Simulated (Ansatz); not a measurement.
# CH12AlNSi3: the cost of one run

All numbers below are computed with Ansatz 0.2.0 (RKS PBE-D4/6-31G*).

**1. The starting structure**

Bond lengths (14 of 17 bonds, heavy atoms first): Si1–N2 1.810 Å, N2–Al3 1.941 Å, Al3–C4 1.978 Å, C4–Si5 1.872 Å, Si5–Si6 2.228 Å, Si1–H7 1.459 Å, Si1–H8 1.424 Å, Si1–H9 1.542 Å, N2–H10 1.066 Å, Al3–H11 1.560 Å, C4–H12 1.063 Å, C4–H13 1.221 Å, Si5–H14 1.459 Å, Si5–H15 1.470 Å. Angles (14 of 30 angles, heavy atoms first): Si1–N2–Al3 108.7°, N2–Al3–C4 116.9°, Al3–C4–Si5 109.4°, C4–Si5–Si6 113.0°, Si1–N2–H10 105.6°, Al3–N2–H10 107.5°, N2–Si1–H7 108.2°, N2–Si1–H8 109.6°, N2–Si1–H9 106.8°, N2–Al3–H11 119.7°, C4–Al3–H11 123.3°, Al3–C4–H12 113.7°, Al3–C4–H13 107.3°, Si5–C4–H12 110.3°.

The coordinates stand in the first input below.

**2. Relaxing end A**

input.yaml

```yaml
crystal:
  periodic: [false, false, false]
  atoms:
    - { symbol: Si, position_ang: [1.4139, -2.4253, 0.0472] }
    - { symbol: "N", position_ang: [2.0448, -1.0092, -0.8864] }
    - { symbol: Al, position_ang: [0.5466, -0.0925, -1.7117] }
    - { symbol: C, position_ang: [0.131, 1.7223, -1.0433] }
    - { symbol: Si, position_ang: [-0.3185, 1.6299, 0.7719] }
    - { symbol: Si, position_ang: [-2.1738, 0.4561, 1.1514] }
    - { symbol: H, position_ang: [0.6593, -3.2752, -0.8675] }
    - { symbol: H, position_ang: [2.4983, -3.1119, 0.664] }
    - { symbol: H, position_ang: [0.4656, -1.8627, 1.1248] }
    - { symbol: H, position_ang: [2.4626, -0.3498, -0.1608] }
    - { symbol: H, position_ang: [-0.3184, -0.8299, -2.7802] }
    - { symbol: H, position_ang: [0.9163, 2.4231, -1.1945] }
    - { symbol: H, position_ang: [-0.8883, 2.0919, -1.605] }
    - { symbol: H, position_ang: [0.7841, 1.0396, 1.5239] }
    - { symbol: H, position_ang: [-0.5333, 2.9868, 1.2961] }
    - { symbol: H, position_ang: [-2.4403, 0.4211, 2.6148] }
    - { symbol: H, position_ang: [-1.973, -0.8944, 0.6344] }
    - { symbol: H, position_ang: [-3.3146, 1.0914, 0.4726] }
basis:
  gaussian: { orbitals: "6-31G*" }
hamiltonian:
  xc: pbe
  dispersion: d4
relax:
  f_tol: 0.015
  max_steps: 40
```

On the command line:

```sh
$ ansatz run input.yaml --threads 2 --pin off --max-ram 3072MiB --backend cpu --events-out ev --progress --plain --runs-dir out
```

Q: Estimate wall time and peak memory on 2 threads of Intel Xeon Platinum 8488C (Sapphire Rapids), shared host.

About 2.2 min, with a peak of 0.23 GiB.
